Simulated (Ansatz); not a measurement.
# Li2AsPCO7: the cost of one run

Computed with Ansatz 0.2.0 (DFT, PBE, plane-wave PAW, default files, scalar-relativistic, as far as a step names no other, unless a step's input says otherwise).

1 further run of the same task is left out (it didn't finish).

## Step 1: The structure to begin with

Symmetry: P2_1/m, No. 11, monoclinic system. Conventional cell: a = 5.097 Å, b = 6.542 Å, c = 8.943 Å, α = 90.00°, β = 93.93°, γ = 90.00°. Li (site symmetry 1) has 3 O at 2.00 to 2.07 Å as nearest neighbours. Around P (site symmetry m) lie 4 O at 1.52 to 1.60 Å. As (site symmetry m) is surrounded by 4 O at 1.89 to 2.09 Å. C (site symmetry m) has 3 O at 1.25 to 1.38 Å as nearest neighbours. Around O (site symmetry m) lie 1 C at 1.25 Å. Around O (site symmetry m) lie 1 C at 1.38 Å. O (site symmetry m) has 1 C at 1.29 Å as nearest neighbours. O (site symmetry 1) has 1 P at 1.55 Å and 1 Li at 2.07 Å as nearest neighbours. Only part of the 10 independent sites is listed.

Structure file:

```xyz
24
Lattice="5.0975 0.0000 0.0000 0.0000 6.5417 0.0000 -0.6127 0.0000 8.9224" Properties=species:S:1:pos:R:3 pbc="T T T"
Li    3.4013    2.9952    6.8564
Li    3.4013    0.2757    6.8564
Li    1.0834    3.5466    2.0660
Li    1.0834    6.2660    2.0660
P     0.9243    1.6354    5.3930
P     3.5604    4.9063    3.5294
As    0.5191    4.9063    5.7720
As    3.9656    1.6354    3.1504
C     0.8340    4.9063    8.3007
C     3.6508    1.6354    0.6217
O     3.2131    1.6354    8.3052
O    -0.2750    4.9063    7.4864
O     1.9509    4.9063    7.6606
O     0.1768    0.4119    5.9938
O     0.1768    2.8589    5.9938
O     3.7784    4.9063    5.1140
O     2.4197    1.6354    5.6616
O     2.0651    4.9063    3.2608
O     0.7063    1.6354    3.8084
O     4.3080    3.6828    2.9285
O     4.3080    6.1298    2.9285
O     2.5338    1.6354    1.2618
O     4.7597    1.6354    1.4360
O     1.2716    4.9063    0.6172
```

## Step 2: First run, atoms as given

input.yaml

```yaml
crystal:
  lattice:
    - [5.097453, 0.0, 0.0]
    - [0.0, 6.541741, 0.0]
    - [-0.612735, 0.0, 8.922373]
  atoms:
    - { symbol: Li, position: [0.759624, 0.457856, 0.768448] }
    - { symbol: Li, position: [0.759624, 0.042144, 0.768448] }
    - { symbol: Li, position: [0.240376, 0.542144, 0.231552] }
    - { symbol: Li, position: [0.240376, 0.957856, 0.231552] }
    - { symbol: P, position: [0.253979, 0.25, 0.604435] }
    - { symbol: P, position: [0.746021, 0.75, 0.395565] }
    - { symbol: As, position: [0.179598, 0.75, 0.646911] }
    - { symbol: As, position: [0.820402, 0.25, 0.353089] }
    - { symbol: C, position: [0.275432, 0.75, 0.930322] }
    - { symbol: C, position: [0.724568, 0.25, 0.069678] }
    - { symbol: O, position: [0.742221, 0.25, 0.93083] }
    - { symbol: O, position: [0.046916, 0.75, 0.839057] }
    - { symbol: O, position: [0.485934, 0.75, 0.858583] }
    - { symbol: O, position: [0.115425, 0.062972, 0.671775] }
    - { symbol: O, position: [0.115425, 0.437028, 0.671775] }
    - { symbol: O, position: [0.810127, 0.75, 0.573168] }
    - { symbol: O, position: [0.550954, 0.25, 0.634542] }
    - { symbol: O, position: [0.449046, 0.75, 0.365458] }
    - { symbol: O, position: [0.189873, 0.25, 0.426832] }
    - { symbol: O, position: [0.884575, 0.562972, 0.328225] }
    - { symbol: O, position: [0.884575, 0.937028, 0.328225] }
    - { symbol: O, position: [0.514066, 0.25, 0.141417] }
    - { symbol: O, position: [0.953084, 0.25, 0.160943] }
    - { symbol: O, position: [0.257779, 0.75, 0.06917] }
kpoints:
  mp_grid: { grid: [5, 4, 3] }
scf:
  occupations: { method: fermi_dirac, width: 0.02 }
hamiltonian:
  xc: pbe
  pseudopotentials: { kind: paw }
output:
  forces: true
  stress: true
  populations: true
  efg:
    quadrupole_moments_barn: { Li: -0.0401, As: 0.311, O: -0.02558 }
    contact_densities: true
```

Started as:

```console
> ansatz run input.yaml --threads 1 --pin off --max-ram 2560MiB --backend cpu --events-out ev --progress --plain --runs-dir out
```

**Question.** How long does this run take on 1 thread of Intel Xeon Platinum 8488C (Sapphire Rapids), shared host, and how much memory does it need?

About 58 s, with a peak of 0.99 GiB.
